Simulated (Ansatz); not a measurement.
# W (Tungsten): the cost of one run

Method: DFT PBE, scalar-relativistic, plane waves, PAW, in Ansatz 0.2.0.

1 further run of the same task is left out (set aside as unsound or not needed).

## 1. Starting point

Symmetry: Im-3m, No. 229, cubic system. Conventional cell: a = 3.184 Å, b = 3.184 Å, c = 3.184 Å, α = 90.00°, β = 90.00°, γ = 90.00°. W (site symmetry m-3m) is surrounded by 8 W at 2.76 Å.

As a file:

```cif
data_structure
_symmetry_space_group_name_H-M 'P 1'
_symmetry_Int_Tables_number 1
_cell_length_a 2.7570
_cell_length_b 2.7570
_cell_length_c 2.7570
_cell_angle_alpha 109.471
_cell_angle_beta 109.471
_cell_angle_gamma 109.471
_cell_volume 16.13
loop_
_atom_site_label
_atom_site_type_symbol
_atom_site_fract_x
_atom_site_fract_y
_atom_site_fract_z
_atom_site_occupancy
W1 W 0.00000 0.00000 0.00000 1
```

This cell was relaxed beforehand with the same method: volume 16.13 Å³/atom, gap on the mesh none (metal).

## 2. The bulk in the cell of the plane

Contents of input.yaml:

```yaml
crystal:
  lattice:
    - [3.1835553858, 0.0, 0.0]
    - [0.0, 3.1835553858, 0.0]
    - [1.5917776929, -1.5917776929, 1.5917776929]
  atoms:
    - { symbol: W, position: [0.0, 0.0, 0.0] }
basis:
  ecutwfc: 420
kpoints:
  mp_grid: { grid: [11, 11, 21] }
hamiltonian:
  xc: pbe
scf:
  occupations: { method: gaussian, width: 0.1 }
output:
  forces: true
  stress: true
  eigenvalues: true
  write_density: true
  write_potential: true
  elf: true
  volumetric_format: npy
```

On the command line:

```bash
$ ansatz run input.yaml --threads 1 --pin off --max-ram 2560MiB --backend cpu --events-out ev --progress --plain --runs-dir out
```

What time and memory should one allow on 1 thread of Intel Xeon Platinum 8259CL at 2.50GHz (Skylake/Cascade Lake), shared host?

About 10 s, with a peak of 0.46 GiB.
